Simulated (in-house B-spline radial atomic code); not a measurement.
**W¹³⁺: binding energies from hole states**

Wanted: ΔSCF binding energies of W¹³⁺.

The numbers are computed with in-house B-spline radial atomic code version 1 (Dirac-Hartree-Fock, average of configuration, Fermi nucleus, basis-set limit), except any that are marked as measured or tabulated.

## (1) What is computed

```
element       : tungsten (Z = 74)
charge        : +13
electrons     : 61
configuration : [Kr] 4d10 4f13 5s2
Hamiltonian   : Dirac-Coulomb
nucleus       : Fermi, rms radius 5.366 fm
```

Outer shells as boxes (Hund's rule):

[Kr] 4d10 4f13 5s2
```
[Kr] core
4d [↑↓][↑↓][↑↓][↑↓][↑↓]
4f [↑↓][↑↓][↑↓][↑↓][↑↓][↑↓][↑ ]
5s [↑↓]
```

The boxes draw the filling by Hund's rule, which heavy ions in jj coupling don't follow; these runs average over all states of the configuration.

Settings of the run:

```ini
Z = 74
electrons = 61.0
configuration = [Kr] 4d10 4f13 5s2
hamiltonian = dirac
method = hf
spin_polarised = False
nucleus = fermi
rms_radius = 5.3658
mass_number = 184
atomic_mass = 183.95093318
speed_of_light = 137.035999084
```

This reference run was done before. Its total energy is -16101.770695 hartree, and its levels are (the highest eight at most):

```csv
orbital,occupation,energy (eV),<r> (bohr)
4s1/2,2,-872.98,0.4484
4p1/2,2,-768.22,0.4544
4p3/2,4,-697.99,0.4848
4d3/2,4,-526.70,0.4985
4d5/2,6,-513.47,0.5091
5s1/2,2,-306.04,0.9742
4f5/2,5.57143,-296.49,0.5493
4f7/2,7.42857,-294.00,0.5556
```

## (2) The 1s hole

Settings of the run:

```ini
Z = 74
electrons = 60.0
configuration = 1s1 2s2 2p6 3s2 3p6 3d10 4s2 4p6 4d10 4f13 5s2
hamiltonian = dirac
method = hf
spin_polarised = False
nucleus = fermi
rms_radius = 5.3658
mass_number = 184
atomic_mass = 183.95093318
speed_of_light = 137.035999084
```

## (3) The 2s hole

The settings differ from step 2 so:

```diff
@@ -2,3 +2,3 @@
 electrons = 60.0
-configuration = 1s1 2s2 2p6 3s2 3p6 3d10 4s2 4p6 4d10 4f13 5s2
+configuration = 1s2 2s1 2p6 3s2 3p6 3d10 4s2 4p6 4d10 4f13 5s2
 hamiltonian = dirac
```

## (4) The 2p1/2 hole

In configurations, a minus sign after the shell means j = l − 1/2 and a plus sign j = l + 1/2; the count of electrons follows.

The settings differ from step 3 so:

```diff
@@ -2,3 +2,3 @@
 electrons = 60.0
-configuration = 1s2 2s1 2p6 3s2 3p6 3d10 4s2 4p6 4d10 4f13 5s2
+configuration = 1s2 2s2 2p-1 2p+4 3s2 3p6 3d10 4s2 4p6 4d10 4f13 5s2
 hamiltonian = dirac
```

## (5) The 2p3/2 hole

The settings differ from step 4 so:

```diff
@@ -2,3 +2,3 @@
 electrons = 60.0
-configuration = 1s2 2s2 2p-1 2p+4 3s2 3p6 3d10 4s2 4p6 4d10 4f13 5s2
+configuration = 1s2 2s2 2p-2 2p+3 3s2 3p6 3d10 4s2 4p6 4d10 4f13 5s2
 hamiltonian = dirac
```

## (6) The 3s hole

The settings differ from step 5 so:

```diff
@@ -2,3 +2,3 @@
 electrons = 60.0
-configuration = 1s2 2s2 2p-2 2p+3 3s2 3p6 3d10 4s2 4p6 4d10 4f13 5s2
+configuration = 1s2 2s2 2p6 3s1 3p6 3d10 4s2 4p6 4d10 4f13 5s2
 hamiltonian = dirac
```

## (7) The 3p1/2 hole

The settings differ from step 6 so:

```diff
@@ -2,3 +2,3 @@
 electrons = 60.0
-configuration = 1s2 2s2 2p6 3s1 3p6 3d10 4s2 4p6 4d10 4f13 5s2
+configuration = 1s2 2s2 2p6 3s2 3p-1 3p+4 3d10 4s2 4p6 4d10 4f13 5s2
 hamiltonian = dirac
```

## (8) The 3p3/2 hole

The settings differ from step 7 so:

```diff
@@ -2,3 +2,3 @@
 electrons = 60.0
-configuration = 1s2 2s2 2p6 3s2 3p-1 3p+4 3d10 4s2 4p6 4d10 4f13 5s2
+configuration = 1s2 2s2 2p6 3s2 3p-2 3p+3 3d10 4s2 4p6 4d10 4f13 5s2
 hamiltonian = dirac
```

## (9) The 3d3/2 hole

The settings differ from step 8 so:

```diff
@@ -2,3 +2,3 @@
 electrons = 60.0
-configuration = 1s2 2s2 2p6 3s2 3p-2 3p+3 3d10 4s2 4p6 4d10 4f13 5s2
+configuration = 1s2 2s2 2p6 3s2 3p6 3d-3 3d+6 4s2 4p6 4d10 4f13 5s2
 hamiltonian = dirac
```

What does each hole state cost in eV, and how does that compare with the orbital energies or single holes?

The runs gave:

| hole | ΔSCF (eV) | with Breit, QED, recoil (eV) | −ε of the parent (eV) | −ε less ΔSCF (eV) |
| --- | --- | --- | --- | --- |
| 1s | 70146.9 | 69797.7 | 70227.2 | 80.34 |
| 2s | 12423.0 | 12379.8 | 12468.3 | 45.25 |
| 2p1/2 | 11859.1 | 11816.7 | 11908.8 | 49.70 |
| 2p3/2 | 10506.3 | 10478.8 | 10552.9 | 46.64 |
| 3s | 3103.66 | 3094.91 | 3126.36 | 22.69 |
| 3p1/2 | 2854.25 | 2846.15 | 2877.96 | 23.71 |
| 3p3/2 | 2558.00 | 2553.06 | 2580.12 | 22.11 |
| 3d3/2 | 2143.88 | 2140.69 | 2168.61 | 24.74 |

Every ΔSCF value lies below −ε, since the other electrons relax into the hole: by 80.3 eV for 1s and 24.74 eV for 3d3/2. The difference of the 1s and 2p3/2 holes gives a Kα1 line at 59318.8 eV for this charge state (with Breit, QED and recoil). The spin-orbit splitting of the 2p hole is 1337.86 eV with those corrections. Values are for the free ion, measured from the vacuum level.
